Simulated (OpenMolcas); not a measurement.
# Pt⁵⁺ among point charges: CASSCF and CASPT2 levels and susceptibility

How does a field of 5 point charges split the states of Pt⁵⁺, and what χT follows?

Method: state-averaged CASSCF and CASPT2, spin-orbit coupling by RASSI with atomic mean-field integrals. Code: OpenMolcas 26.06.

### 1 Starting point

```
Species                           : Pt⁵⁺ (platinum, Z = 78, 73 electrons)
Basis                             : ANO-RCC-VDZP [7s6p4d2f], 59 functions
Scalar Hamiltonian                : DKH2, point nucleus
Inactive shells                   : 1s 2s 2p 3s 3p 3d 4s 4p 4d 4f 5s 5p
Active space                      : 5 electrons in 5 orbitals (5d)
Some configurations of this space : 5d5
Orbitals                          : optimised for each spin and parity, averaged over all roots
```

Outer shells as boxes (Hund's rule):

5d5
```
5d [↑ ][↑ ][↑ ][↑ ][↑ ]
```

The ion sits among 5 point charges of -1 e arranged as a trigonal bipyramid (D3h), 2.26 Å from the ion, with the axial distance 2.780 Å.

Each step is its own input file, run in one work folder so that later steps find the files of earlier ones. Labels, J, g values, rates, χT and fits are worked out afterwards by a script from the matrices that RASSI stores.

### 2 Basis and integrals

Input file a.inp:

```
&GATEWAY
Coord
1

Pt 0.0 0.0 0.0
Basis=ANO-RCC-VDZP
Group=NoSym
NoMove
AngMom=0.0 0.0 0.0
AMFI
XField
5 Angstrom 0
2.260000 0.000000 0.000000 -1.000000
-1.130000 1.957217 0.000000 -1.000000
-1.130000 -1.957217 0.000000 -1.000000
0.000000 0.000000 2.779800 -1.000000
0.000000 0.000000 -2.779800 -1.000000
&SEWARD
```

### 3 CASSCF: sextets, 1 root

Input file a.inp:

```
&RASSCF
FileOrb=start.orb
Symmetry=1
Spin=6
nActEl=5 0 0
Inactive=34
Ras2=5
CIRoot=1 1 1
SDav=1
CIMx=300
Iter=120 100
PrWF=0.3
OrbListing=Nothing
MaxOrb=0
>>> COPY $Project.JobIph JOB001
```

start.orb holds the contracted functions of the basis, ordered by shell, or the orbitals of the step before.

### 4 Reference wave functions, quartets, 24 roots

Input file a.inp:

```
&RASSCF
FileOrb=start.orb
Symmetry=1
Spin=4
nActEl=5 0 0
Inactive=34
Ras2=5
CIRoot=24 24 1
SDav=24
CIMx=300
Iter=120 100
PrWF=0.3
OrbListing=Nothing
MaxOrb=0
>>> COPY $Project.JobIph JOB002
```

### 5 Reference wave functions, doublets, 75 roots

Input file a.inp:

```
&RASSCF
FileOrb=start.orb
Symmetry=1
Spin=2
nActEl=5 0 0
Inactive=34
Ras2=5
CIRoot=75 75 1
SDav=75
CIMx=300
Iter=120 100
PrWF=0.3
OrbListing=Nothing
MaxOrb=0
>>> COPY $Project.JobIph JOB003
```

### 6 RASSI: spin-orbit coupling between the states

Input file a.inp:

```
&RASSI
NrOfJobIphs=3 1 24 75
1
1 2 3 4 5 6 7 8 9 10 11 12 13 14 15 16 17 18 19 20 21 22 23 24
1 2 3 4 5 6 7 8 9 10 11 12 13 14 15 16 17 18 19 20 21 22 23 24 25 26 27
28 29 30 31 32 33 34 35 36 37 38 39 40 41 42 43 44 45 46 47 48 49 50 51
52 53 54 55 56 57 58 59 60 61 62 63 64 65 66 67 68 69 70 71 72 73 74 75
IphNames
JOB001
JOB002
JOB003
EJob
SpinOrbit
DIPRint=1.0
SOCoupling=1000.0
Subsets=2
Property=9
'ANGMOM' 1 'ANGMOM' 2 'ANGMOM' 3 'MLTPL  1' 1 'MLTPL  1' 2 'MLTPL  1' 3
'AMFI' 1 'AMFI' 2 'AMFI' 3
SOProperty=3
'ANGMOM' 1 'ANGMOM' 2 'ANGMOM' 3
```

### 7 CASPT2: IPEA 0.25, imaginary shift 0.1 (closed shells correlated: 4f 5s 5p)

Input file a.inp:

```
>>> COPY JOB001 $Project.JobIph
&CASPT2
Multistate=1 1
Frozen=23
IPEA=0.25
Imaginary=0.1
MaxIter=60
WThr=0.0 0.3 0.05
PrWF=0.5
NoMix
>>> COPY JOB002 $Project.JobIph
&CASPT2
Multistate=24 1 2 3 4 5 6 7 8 9 10 11 12 13 14 15 16 17 18 19 20 21 22
23 24
NoMult
Frozen=23
IPEA=0.25
Imaginary=0.1
MaxIter=60
WThr=0.0 0.3 0.05
PrWF=0.5
NoMix
>>> COPY JOB003 $Project.JobIph
&CASPT2
Multistate=75 1 2 3 4 5 6 7 8 9 10 11 12 13 14 15 16 17 18 19 20 21 22
23 24 25 26 27 28 29 30 31 32 33 34 35 36 37 38 39 40 41 42 43 44 45 46
47 48 49 50 51 52 53 54 55 56 57 58 59 60 61 62 63 64 65 66 67 68 69 70
71 72 73 74 75
NoMult
Frozen=23
IPEA=0.25
Imaginary=0.1
MaxIter=60
WThr=0.0 0.3 0.05
PrWF=0.5
NoMix
```

(Steps that only read results are left out.)

Before running it: what results should come out? Wanted: spin-free ground state; lowest level; next level.

The runs gave:

| quantity | value |
| --- | --- |
| method | SS-CASPT2, IPEA 0.25, imaginary shift 0.1 (closed shells correlated: 4f 5s 5p) |
| spin-free ground state | 6A1, 1-fold in its orbital part |
| lowest level | 2-fold E1/2, g = 1.91, 5.71, 5.71 |
| next level | 24.3 cm⁻¹ |
| χT at 300 K | 3.95 cm³ K/mol |
| effective moment at 300 K | 5.62 μB |

Cost by method:

```
                                                 method  time of its own steps  time with the reference
                                              A. CASSCF                   28 s                     28 s
B. SS-CASPT2, IPEA 0.25, imaginary shift 0.1, +4f 5s 5p                   22 s                     50 s
```

Times are of one thread on a shared host.

What this shows: The spin-free ground state (6A1) comes to 100 % from free-ion S terms and keeps the highest spin of the shell. χT at 300 K is 3.95, against 4.39 cm³ K/mol for the spin alone, so spin-orbit coupling lowers it. An active space of the d shell alone favours high spin; real ions in strong fields can be low spin. CASPT2 does not keep the components of a term degenerate, and the means are used. The field of point charges can differ much from that of real complexes. With metal d orbitals alone active, the gaps between spin states are rough; where two lie within a few thousand cm-1, their order is open. Point charges carry no covalency, so the field is a model and not that of real ligands.
